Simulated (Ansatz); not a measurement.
# CH₃F₃Si: an energy map over bond length C2–Si3 and dihedral F1–C2–Si3–F4

A grid of calculations on CH3F3Si, SMILES FC[SiH](F)F, to see where the energy is lowest and how it rises around there.

Computed with Ansatz 0.2.0. Level: RKS PBE-D4/def2-TZVP.

## Step 1: Where the work starts

SMILES `FC[SiH](F)F`, 8 atoms, charge 0, spin multiplicity 1.

Atoms are counted from 1 here; the program's logs count them from 0.

Bond lengths: F1–C2 1.393 Å, C2–Si3 1.890 Å, C2–H6 1.115 Å, C2–H7 1.115 Å, Si3–F4 1.631 Å, Si3–F5 1.628 Å, Si3–H8 1.492 Å. Angles: F1–C2–Si3 109.2°, F1–C2–H6 109.7°, F1–C2–H7 109.9°, Si3–C2–H6 110.4°, Si3–C2–H7 110.7°, H6–C2–H7 107.0°, C2–Si3–F4 107.3°, C2–Si3–F5 109.6°, C2–Si3–H8 114.1°, F4–Si3–F5 107.6°, F4–Si3–H8 109.6°, F5–Si3–H8 108.4°.

As a file:

```xyz
8
charge 0, multiplicity 1
F    -0.8400    1.7507   -0.0801
C    -0.0268    0.8141    0.5542
Si    0.0199   -0.7680   -0.4786
F     0.8458   -1.8826    0.3785
F     0.8435   -0.4967   -1.8561
H    -0.4240    0.6008    1.5744
H     0.9998    1.2298    0.6851
H    -1.3259   -1.3053   -0.8332
```

This geometry comes from a loose relaxation at PBE in a small basis, which is not shown.

## Step 3: Plan of the scan

- bond length C2–Si3: 11 values from 1.660 to 2.358 Å
- dihedral F1–C2–Si3–F4: 12 values from −180 to 150 °, periodic

Nothing else is relaxed (all other coordinates rigid). Energies count from the relaxed molecule at the same level. Points are written as (first, second).

(The set-up runs are not shown.)

## Step 4: The run at (1.869 Å, 0°)

input.yaml

```yaml
crystal:
  periodic: [false, false, false]
  atoms:
    - { symbol: F, position_ang: [-0.831055, 1.750355, -0.088478] }
    - { symbol: C, position_ang: [-0.015176, 0.8015, 0.562055] }
    - { symbol: Si, position_ang: [0.026465, -0.75794, -0.467301] }
    - { symbol: F, position_ang: [-0.887212, -0.506161, -1.765985] }
    - { symbol: F, position_ang: [-0.621913, -1.966706, 0.364075] }
    - { symbol: H, position_ang: [-0.434113, 0.611676, 1.564895] }
    - { symbol: H, position_ang: [0.991571, 1.233703, 0.68961] }
    - { symbol: H, position_ang: [1.386644, -1.1659, -0.89793] }
basis:
  gaussian: { orbitals: def2-TZVP }
hamiltonian:
  xc: pbe
  dispersion: d4
output:
  forces: true
```

Launch:

```bash
$ ansatz run input.yaml --threads 1 --pin off --max-ram 2560MiB --backend cpu --events-out ev --progress --plain --runs-dir out
```

The session goes on with these runs: the other points that were computed.

**Question.** What will these runs give? Wanted: lowest point; highest computed point; largest force on an atom.

**Answer**, as computed:

| quantity | value |
| --- | --- |
| lowest point | (1.869 Å, −180°), 0.0038 eV |
| highest computed point | (2.358 Å, 120°), 1.01 eV above the lowest |
| largest force on an atom (eV/Å) | 0.3 at (1.869 Å, −180°) to 6.7 at (1.660 Å, 0°); 0.3 at the lowest point |
| time for the whole task | 11 min on 1 thread, shared host |

What this shows: The lowest computed point is at (1.869 Å, −180°), 0.0038 eV from the relaxed molecule at the same level; the map holds 2 wells of about this depth. The grid is coarse, so the lowest point of the scanned range may lie between grid points; coordinates that were held can hide deeper minima. There is a further well near (1.869 Å, 60°) (0.035 eV above the lowest at that grid point). The highest computed point, (2.358 Å, 120°), lies 1.01 eV above the lowest. On the interpolated surface the easiest way out of the lowest well to the well at (1.869 Å, −60°) passes a barrier of about 0.045 eV. Round the minimum the two coordinates are nearly uncoupled.
